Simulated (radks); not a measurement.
# Valence configurations of Br⁺

An exercise on one series of results from a longer session: the logs are not shown, and one member is left open.

Method: scalar-relativistic Kohn-Sham, BLYP, spin-polarised, spherical densities, finite nucleus; open shells are filled with parallel spins first. Code: radks (a radial shooting solver on a logarithmic mesh, Libxc functionals) version 1.

## The atom as given

| Property | Result |
| --- | --- |
| element | bromine (Z = 35) |
| charge | +1 |
| electrons | 34 |
| configuration | [Ar] 3d10 4s2 4p4 |
| nuclear rms radius | 4.1629 fm |
| others tried | 3d10 4s1 4p5; 3d10 4s1.5 4p4.5; 3d9 4s2 4p5; 3d10 4p6; 3d9.5 4s1.5 4p5; 3d9.5 4s2 4p4.5; 3d9 4s1.5 4p5.5; 3d8 4s2 4p6 |

The outer shells:

Br⁺
```
[Ar] core
3d [↑↓][↑↓][↑↓][↑↓][↑↓]
4s [↑↓]
4p [↑↓][↑ ][↑ ]
```

The first run:

The run's settings:

```text
Z 35
configuration [Ar] 3d10 4s2 4p4
relativity scalar-relativistic
functional b88,lyp
spin polarised
nucleus finite rms 4.1629 fm
c 137.035999084
```

Steps of the session up to this table: [Ar] 3d10 4s2 4p4.

One table of the session follows, with a row left open; its other results are not shown here.

It belongs to the step «[Ar] 3d10 4s2 4p4». From the orbitals of this run (lengths in bohr):

```
  level     <r>  outermost maximum (interpolated)  90 % within  nodes
  3p up  0.5643                             0.481        0.862      1
3p down  0.5641                             0.481        0.862      1
  3d up  0.5910                             0.430        0.975      0
3d down  0.5894                             0.430        0.971      0
  4s up       ?                                 ?            ?      ?
4s down   1.632                              1.40         2.43      3
  4p up   1.952                              1.62         2.96      2
4p down   1.987                              1.62         3.04      2
```

**Question.** Estimate the row for 4s up.

The run gave: <r>: 1.630; outermost maximum (interpolated): 1.40; 90 % within: 2.41; nodes: 3. In the column «<r>» it lies between 3d up (0.5910) and 4s down (1.632).
